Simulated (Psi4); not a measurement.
# U-wB97X/def2-SVP (core potential) run of InNH2Cl (SMILES [NH2][In][Cl]), part 2 of 2

Psi4 1.11. Earlier steps stand in the parts before.

## 3. The distorted shape, same level

Contents of calc.py:

```python
import psi4

psi4.set_memory('2200 MB')
psi4.set_num_threads(1)
psi4.core.set_output_file('clh2inn.out', False)

geom = psi4.geometry("""
0 2
N     -1.044142     1.305446    -1.079895
In    -1.313142    -0.720954    -0.739295
Cl     1.391500    -2.211500     1.018700
H     -1.901242     1.780646    -1.342695
H     -0.689242     1.760046    -0.242195
units angstrom
symmetry c1
""")

psi4.set_options({
    'basis': 'def2-SVP',
    'reference': 'uks',
    'puream': True,
    'e_convergence': 1e-09,
    'd_convergence': 1e-08,
    'scf_type': 'pk',
    'dft_radial_points': 99,
    'dft_spherical_points': 590,
    'maxiter': 100,
})

energy_value, wavefunction = psi4.gradient("wb97x", return_wfn=True)
psi4.oeprop(wavefunction, "MULLIKEN_CHARGES", "WIBERG_LOWDIN_INDICES", "LOWDIN_CHARGES", title="WB97X")
print('gradient / Eh bohr^-1')
print(energy_value.np.round(6))
print(f'energy = {wavefunction.energy():.10f} Eh')
```

Started as:

```
python calc.py
```

clh2inn.out:

```text
gradient() will perform analytic gradient computation.

   => Loading Basis Set <=

    Name: DEF2-SVP
    Role: ORBITAL
    Keyword: BASIS

    !!!  WARNING: ECP capability is in beta. Please check occupations closely.  !!!

         ---------------------------------------------------------
                                   SCF
                              UKS Reference
                        1 Threads,   2098 MiB Core
         ---------------------------------------------------------

  ==> Geometry <==

    Molecular point group: c1
    Full point group: C1

    Geometry (in Angstrom), charge = 0, multiplicity = 2:

       Center              X                  Y                   Z               Mass
    ------------   -----------------  -----------------  -----------------  -----------------
         N           -0.324045219758     2.139276611168    -0.681777845381    14.003074004430
         IN          -0.593045219758     0.112876611168    -0.341177845381   114.903878776000
         CL           2.111596780242    -1.377669388832     1.416817154619    34.968852682000
         H           -1.181145219758     2.614476611168    -0.944577845381     1.007825032230
         H            0.030854780242     2.593876611168     0.155922154619     1.007825032230

  Running in c1 symmetry.

  Rotational constants: A =      0.34454  B =      0.04353  C =      0.03872 [cm^-1]
  Rotational constants: A =  10328.93031  B =   1304.87070  C =   1160.79416 [MHz]
  Nuclear repulsion =  123.518662029254287

  Charge       = 0
  Multiplicity = 2
  Electrons    = 47
  Nalpha       = 24
  Nbeta        = 23

  ==> Algorithm <==

  SCF Algorithm Type is PK.
  DIIS enabled.
  MOM disabled.
  Fractional occupation disabled.
  Guess Type is SAD.
  Energy threshold   = 1.00e-09
  Density threshold  = 1.00e-08
  Integral threshold = 1.00e-12

  ==> Primary Basis <==

  Basis Set: DEF2-SVP
    Blend: DEF2-SVP
    Number of shells: 30
    Number of basis functions: 68
    Number of Cartesian functions: 72
    Spherical Harmonics?: true
    Max angular momentum: 2

  Core potential: DEF2-SVP
    Number of shells: 4
    Number of ECP primitives: 18
    Number of ECP core electrons: 28
    Max angular momentum: 3

  ==> DFT Potential <==

   => LibXC <=

    Version 7.1.2

   => Composite Functional: WB97X <=

    wB97X Hyb-GGA Exchange-Correlation Functional

    Deriv               =              1
    GGA                 =           TRUE
    Meta                =          FALSE

    Exchange Hybrid     =           TRUE
    MP2 Hybrid          =          FALSE

   => Exchange-Correlation Functionals <=

    1.0000   wB97X range-separated functional

   => Exact (HF) Exchange <=

    0.8423            HF,LR [omega = 0.3000]
    0.1577               HF

   => LibXC Density Thresholds  <==

    XC_HYB_GGA_XC_WB97X:  1.00E-14

   => Molecular Quadrature <=

    Radial Scheme          =       TREUTLER
    Pruning Scheme         =           NONE
    Nuclear Scheme         =       TREUTLER

    Blocking Scheme        =         OCTREE
    BS radius alpha        =              1
    Pruning alpha          =              1
    Radial Points          =             99
    Spherical Points       =            590
    Total Points           =         278533
    Total Blocks           =           2090
    Max Points             =            256
    Max Functions          =             66
    Weights Tolerance      =       1.00E-15

  ==> Integral Setup <==

  Using in-core PK algorithm.
   Calculation information:
      Number of atoms:                   5
      Number of AO shells:              30
      Number of primitives:             63
      Number of atomic orbitals:        72
      Number of basis functions:        68

      Integral cutoff                 1.00e-12
      Number of threads:                 1

  Performing in-core PK
  Using 8259093 doubles for integral storage.
  We computed 84674 shell quartets total.
  Whereas there are 108345 unique shell quartets.

  Computing range-separated integrals for PK
  We computed 84674 wK shell quartets total.
  Whereas there are 108345 wK unique shell quartets.

  ==> DiskJK: Disk-Based J/K Matrices <==

    J tasked:                  Yes
    K tasked:                  Yes
    wK tasked:                 Yes
    Omega:               3.000E-01
    Memory [MiB]:             1174
    Schwarz Cutoff:          1E-12

  Cached 100.0% of DFT collocation blocks in 0.390 [GiB].

  Minimum eigenvalue in the overlap matrix is 2.5103186929E-02.
  Reciprocal condition number of the overlap matrix is 5.4268767047E-03.
    Using symmetric orthogonalization.

  ==> Pre-Iterations <==

  SCF Guess: Superposition of Atomic Densities via on-the-fly atomic UHF (no occupation information).

   -------------------------
    Irrep   Nso     Nmo
   -------------------------
     A         68      68
   -------------------------
    Total      68      68
   -------------------------

  ==> Iterations <==

                        Total Energy        Delta E     RMS |[F,P]|

   @UKS iter SAD:  -704.37870622447304   -7.04379e+02   0.00000e+00
   @UKS iter   1:  -705.71483394419988   -1.33613e+00   1.12176e-02 DIIS/ADIIS
   @UKS iter   2:  -705.51874877040518    1.96085e-01   1.47496e-02 DIIS/ADIIS
   @UKS iter   3:  -706.05939009411782   -5.40641e-01   1.52770e-03 DIIS/ADIIS
   @UKS iter   4:  -706.06828675772397   -8.89666e-03   6.92021e-04 DIIS/ADIIS
   @UKS iter   5:  -706.07215952921024   -3.87277e-03   4.53938e-04 DIIS/ADIIS
   @UKS iter   6:  -706.07426832419401   -2.10879e-03   2.47360e-04 DIIS/ADIIS
   @UKS iter   7:  -706.07605107337645   -1.78275e-03   1.79054e-04 DIIS/ADIIS
   @UKS iter   8:  -706.07664604843535   -5.94975e-04   9.24562e-05 DIIS
   @UKS iter   9:  -706.07684672315429   -2.00675e-04   3.92905e-05 DIIS
   @UKS iter  10:  -706.07689782922193   -5.11061e-05   1.49129e-05 DIIS
   @UKS iter  11:  -706.07690615361219   -8.32439e-06   7.92536e-06 DIIS
   @UKS iter  12:  -706.07690885726004   -2.70365e-06   4.92338e-06 DIIS
   @UKS iter  13:  -706.07691011708494   -1.25982e-06   4.21566e-06 DIIS
   @UKS iter  14:  -706.07691151186054   -1.39478e-06   3.62754e-06 DIIS
   @UKS iter  15:  -706.07691364036828   -2.12851e-06   2.64713e-06 DIIS
   @UKS iter  16:  -706.07691518229865   -1.54193e-06   1.43730e-06 DIIS
   @UKS iter  17:  -706.07691550490154   -3.22603e-07   6.08245e-07 DIIS
   @UKS iter  18:  -706.07691553354437   -2.86428e-08   1.92782e-07 DIIS
   @UKS iter  19:  -706.07691553483323   -1.28887e-09   1.11138e-07 DIIS
   @UKS iter  20:  -706.07691553515690   -3.23666e-10   7.28800e-08 DIIS
   @UKS iter  21:  -706.07691553537688   -2.19984e-10   5.77790e-08 DIIS
   @UKS iter  22:  -706.07691553553138   -1.54500e-10   5.11244e-08 DIIS
   @UKS iter  23:  -706.07691553578593   -2.54545e-10   4.27020e-08 DIIS
   @UKS iter  24:  -706.07691553621942   -4.33488e-10   2.23605e-08 DIIS
   @UKS iter  25:  -706.07691553632924   -1.09821e-10   9.55141e-09 DIIS
  Energy and wave function converged.

  ==> Post-Iterations <==

   Electrons on quadrature grid:
      Nalpha   =   23.9999997869 ; deviation = -2.131e-07
      Nbeta    =   22.9999997385 ; deviation = -2.615e-07
      Ntotal   =   46.9999995254 ; deviation = -4.746e-07

   @Spin Contamination Metric:   2.770551905E-02
   @S^2 Expected:                7.500000000E-01
   @S^2 Observed:                7.777055190E-01
   @S   Expected:                5.000000000E-01
   @S   Observed:                5.000000000E-01

    Orbital Energies [Eh]
    ---------------------

    Alpha Occupied:

       1A   -101.439146     2A    -14.391084     3A     -9.508116
       4A     -7.282617     5A     -7.265619     6A     -7.265482
       7A     -4.793268     8A     -3.205772     9A     -3.204509
      10A     -3.195129    11A     -0.961345    12A     -0.893695
      13A     -0.893358    14A     -0.888049    15A     -0.885969
      16A     -0.884825    17A     -0.873575    18A     -0.579577
      19A     -0.518300    20A     -0.432628    21A     -0.388766
      22A     -0.387025    23A     -0.384664    24A     -0.331170

    Alpha Virtual:

      25A      0.000911    26A      0.007637    27A      0.077602
      28A      0.185537    29A      0.212958    30A      0.240252
      31A      0.253218    32A      0.285140    33A      0.325710
      34A      0.407668    35A      0.412943    36A      0.421392
      37A      0.454203    38A      0.610352    39A      0.662010
      40A      0.744185    41A      0.751162    42A      0.895166
      43A      0.900553    44A      0.902346    45A      0.907977
      46A      0.932749    47A      0.932847    48A      0.975290
      49A      0.981988    50A      1.030015    51A      1.037058
      52A      1.102271    53A      1.130796    54A      1.434272
      55A      1.555245    56A      1.822399    57A      1.848513
      58A      2.214353    59A      2.226300    60A      2.605483
      61A      2.672814    62A      2.853173    63A      3.169600
      64A      3.445465    65A     16.133725    66A     16.179761
      67A     16.748839    68A     61.853852

    Beta Occupied:

       1A   -101.434895     2A    -14.388749     3A     -9.504805
       4A     -7.270139     5A     -7.262958     6A     -7.262824
       7A     -4.792235     8A     -3.204874     9A     -3.203605
      10A     -3.194153    11A     -0.954047    12A     -0.892303
      13A     -0.892252    14A     -0.885760    15A     -0.884404
      16A     -0.870652    17A     -0.845136    18A     -0.576700
      19A     -0.506599    20A     -0.380887    21A     -0.375109
      22A     -0.373768    23A     -0.310655

    Beta Virtual:

      24A     -0.120366    25A      0.005422    26A      0.016338
      27A      0.083448    28A      0.189606    29A      0.214974
      30A      0.243244    31A      0.255011    32A      0.288988
      33A      0.333705    34A      0.408859    35A      0.412599
      36A      0.424206    37A      0.455823    38A      0.612160
      39A      0.672283    40A      0.745766    41A      0.754405
      42A      0.911195    43A      0.940932    44A      0.941139
      45A      0.944417    46A      0.945282    47A      0.955397
      48A      0.979536    49A      0.985278    50A      1.037335
      51A      1.045789    52A      1.128961    53A      1.137706
      54A      1.437540    55A      1.556742    56A      1.822336
      57A      1.850723    58A      2.216694    59A      2.233660
      60A      2.614790    61A      2.681273    62A      2.857182
      63A      3.174715    64A      3.448707    65A     16.134776
      66A     16.180654    67A     16.749761    68A     61.853404

    Final Occupation by Irrep:
              A
    DOCC [    23 ]
    SOCC [     1 ]
    NA   [    24 ]
    NB   [    23 ]

  @UKS Final Energy:  -706.07691553632924

   => Energetics <=

    Nuclear Repulsion Energy =            123.5186620292542869
    One-Electron Energy =               -1292.5765559205933641
    Two-Electron Energy =                 501.3296895031755867
    DFT Exchange-Correlation Energy =     -38.3487111481657550
    Empirical Dispersion Energy =           0.0000000000000000
    VV10 Nonlocal Energy =                  0.0000000000000000
    Total Energy =                       -706.0769155363292384

  UHF NO Occupations:
  HONO-2 :   22  A 1.9991085
  HONO-1 :   23  A 1.9874835
  HONO-0 :   24  A 1.0000000
  LUNO+0 :   25  A 0.0125165
  LUNO+1 :   26  A 0.0008915
  LUNO+2 :   27  A 0.0004276
  LUNO+3 :   28  A 0.0000294

Computation Completed

Properties will be evaluated at   0.000000,   0.000000,   0.000000 [a0]

Properties computed using the SCF density matrix

 Multipole Moments:

 ------------------------------------------------------------------------------------
     Multipole            Electronic (a.u.)      Nuclear  (a.u.)        Total (a.u.)
 ------------------------------------------------------------------------------------

 L = 1.  Multiply by 2.5417464519 to convert [e a0] to [Debye]
 Dipole X            :        -39.4096353           37.8409884           -1.5686469
 Dipole Y            :          2.4942646           -1.6377902            0.8564743
 Dipole Z            :        -21.9281169           21.4673951           -0.4607217
 Magnitude           :                                                    1.8456614

 ------------------------------------------------------------------------------------

	total time  =         46 seconds =       0.77 minutes

         ------------------------------------------------------------
                                   SCF GRAD
         ------------------------------------------------------------

  ==> Geometry <==

    Molecular point group: c1
    Full point group: C1

    Geometry (in Angstrom), charge = 0, multiplicity = 2:

       Center              X                  Y                   Z               Mass
    ------------   -----------------  -----------------  -----------------  -----------------
         N           -0.324045219758     2.139276611168    -0.681777845381    14.003074004430
         IN          -0.593045219758     0.112876611168    -0.341177845381   114.903878776000
         CL           2.111596780242    -1.377669388832     1.416817154619    34.968852682000
         H           -1.181145219758     2.614476611168    -0.944577845381     1.007825032230
         H            0.030854780242     2.593876611168     0.155922154619     1.007825032230

  Nuclear repulsion =  123.518662029254287

  ==> Basis Set <==

  Basis Set: DEF2-SVP
    Blend: DEF2-SVP
    Number of shells: 30
    Number of basis functions: 68
    Number of Cartesian functions: 72
    Spherical Harmonics?: true
    Max angular momentum: 2

  Core potential: DEF2-SVP
    Number of shells: 4
    Number of ECP primitives: 18
    Number of ECP core electrons: 28
    Max angular momentum: 3

  ==> DirectJKGrad: Integral-Direct SCF Gradients <==

    Gradient:                    1
    J tasked:                  Yes
    K tasked:                  Yes
    wK tasked:                 Yes
    Omega:               3.000E-01
    Integrals threads:           1
    Schwarz Cutoff:          1E-12

  ==> DFT Potential <==

   => LibXC <=

    Version 7.1.2

   => Composite Functional: WB97X <=

    wB97X Hyb-GGA Exchange-Correlation Functional

    Deriv               =              1
    GGA                 =           TRUE
    Meta                =          FALSE

    Exchange Hybrid     =           TRUE
    MP2 Hybrid          =          FALSE

   => Exchange-Correlation Functionals <=

    1.0000   wB97X range-separated functional

   => Exact (HF) Exchange <=

    0.8423            HF,LR [omega = 0.3000]
    0.1577               HF

   => LibXC Density Thresholds  <==

    XC_HYB_GGA_XC_WB97X:  1.00E-14

   => Molecular Quadrature <=

    Radial Scheme          =       TREUTLER
    Pruning Scheme         =           NONE
    Nuclear Scheme         =       TREUTLER

    Blocking Scheme        =         OCTREE
    BS radius alpha        =              1
    Pruning alpha          =              1
    Radial Points          =             99
    Spherical Points       =            590
    Total Points           =         278533
    Total Blocks           =           2090
    Max Points             =            256
    Max Functions          =             66
    Weights Tolerance      =       1.00E-15

  -Total Gradient:
     Atom            X                  Y                   Z
    ------   -----------------  -----------------  -----------------
       1        0.001499746722     0.006204965309    -0.000771486187
       2       -0.016860304759     0.012318818051    -0.009384572416
       3        0.014689466617    -0.007321582754     0.009495156828
       4        0.002756001784    -0.006531922978     0.002863666755
       5       -0.002266579620    -0.005182869352    -0.002045304706

	total time  =         12 seconds =       0.20 minutes

Properties will be evaluated at   0.000000,   0.000000,   0.000000 [a0]

Properties computed using the WB97X density matrix

  Mulliken Charges: (a.u.)
   Center  Symbol    Alpha    Beta     Spin     Total
       1     N     3.79103  3.64331  0.14771 -0.43434
       2    IN    10.36735 10.21300  0.15435  0.41965
       3    CL     8.96163  8.25983  0.70180 -0.22145
       4     H     0.44042  0.44486 -0.00445  0.11472
       5     H     0.43958  0.43900  0.00058  0.12143

   Total alpha = 24.00000, Total beta = 23.00000, Total charge = -0.00000

  Lowdin Charges: (a.u.)
   Center  Symbol    Alpha    Beta     Spin     Total
       1     N     3.69248  3.56892  0.12356 -0.26141
       2    IN    10.41958 10.24294  0.17664  0.33747
       3    CL     8.94240  8.24731  0.69509 -0.18972
       4     H     0.47304  0.47279  0.00025  0.05417
       5     H     0.47249  0.46803  0.00446  0.05948

  Total alpha = 24.00000, Total beta = 23.00000, Total charge = -0.00000

  Wiberg Bond Indices using Orthogonal Lowdin Orbitals:

  Total Bond Index:
  Irrep: 1 Size: 5 x 5

                 1                   2                   3                   4                   5

    1     0.00000000000000     1.23033330352060     0.07865428163589     1.04653549429429     1.04035548862621
    2     1.23033330352060     0.00000000000000     0.47574183548523     0.07339397710213     0.07825809026053
    3     0.07865428163589     0.47574183548523     0.00000000000000     0.00579628720773     0.00493367120452
    4     1.04653549429429     0.07339397710213     0.00579628720773     0.00000000000000     0.04434758361548
    5     1.04035548862621     0.07825809026053     0.00493367120452     0.04434758361548     0.00000000000000

  Alpha Contribution:
  Irrep: 1 Size: 5 x 5

                 1                   2                   3                   4                   5

    1     0.00000000000000     0.59863433519059     0.00126273028592     0.52675255810984     0.52622936239980
    2     0.59863433519059     0.00000000000000     0.11201382061079     0.03870859397379     0.03939138108588
    3     0.00126273028592     0.11201382061079     0.00000000000000     0.00036468310990     0.00019274150761
    4     0.52675255810984     0.03870859397379     0.00036468310990     0.00000000000000     0.02248576075677
    5     0.52622936239980     0.03939138108588     0.00019274150761     0.02248576075677     0.00000000000000

  Beta Contribution:
  Irrep: 1 Size: 5 x 5

                 1                   2                   3                   4                   5

    1     0.00000000000000     0.63169896833001     0.07739155134997     0.51978293618445     0.51412612622642
    2     0.63169896833001     0.00000000000000     0.36372801487444     0.03468538312834     0.03886670917465
    3     0.07739155134997     0.36372801487444     0.00000000000000     0.00543160409783     0.00474092969691
    4     0.51978293618445     0.03468538312834     0.00543160409783     0.00000000000000     0.02186182285870
    5     0.51412612622642     0.03886670917465     0.00474092969691     0.02186182285870     0.00000000000000

  Atomic Valences:

 #  #
 Irrep: 1
      1:    3.395878568076998
      2:    1.857727206368483
      3:    0.565126075533373
      4:    1.170073342219631
      5:    1.167894833706736
```

The script printed:

```text
gradient / Eh bohr^-1
[[ 0.0015    0.006205 -0.000771]
 [-0.01686   0.012319 -0.009385]
 [ 0.014689 -0.007322  0.009495]
 [ 0.002756 -0.006532  0.002864]
 [-0.002267 -0.005183 -0.002045]]
energy = -706.0769155363 Eh
```

Run time: 62 s. Hardware: 1 thread of Intel Xeon at 2.50GHz (Skylake/Cascade Lake), shared host; peak memory 0.69 GiB.

## 4. Results

This closing draws on all 2 parts.

Level: U-wB97X/def2-SVP (core potential).

```
                                                           quantity          value
                                          first shape: total energy  -706.14456 Eh
                                         first shape: dipole moment         3.40 D
                    first shape: HOMO energy (highest over α and β)       -8.29 eV
                     first shape: LUMO energy (lowest over α and β)       -2.13 eV
                                                  first shape: ⟨S²⟩          0.760
                              first shape: largest force on an atom     0.257 eV/Å
                                      distorted shape: total energy  -706.07692 Eh
                                     distorted shape: dipole moment         4.69 D
                distorted shape: HOMO energy (highest over α and β)       -8.45 eV
                 distorted shape: LUMO energy (lowest over α and β)       -3.28 eV
                                              distorted shape: ⟨S²⟩          0.778
                          distorted shape: largest force on an atom     1.177 eV/Å
energy change with the In2–Cl3 bond stretched from 2.369 to 3.553 Å       1.841 eV
```

In words: With the In2–Cl3 bond stretched from 2.369 to 3.553 Å the energy rises by 1.84 eV (42 kcal/mol). The first shape isn't relaxed at this level, so the change isn't measured from a minimum. The largest force (first shape) is 0.26 eV/Å: the shape isn't a stationary point for this species at this level. Mulliken charges (first shape) run from -0.39 on N1 to +0.46 on In2; they depend strongly on the basis.
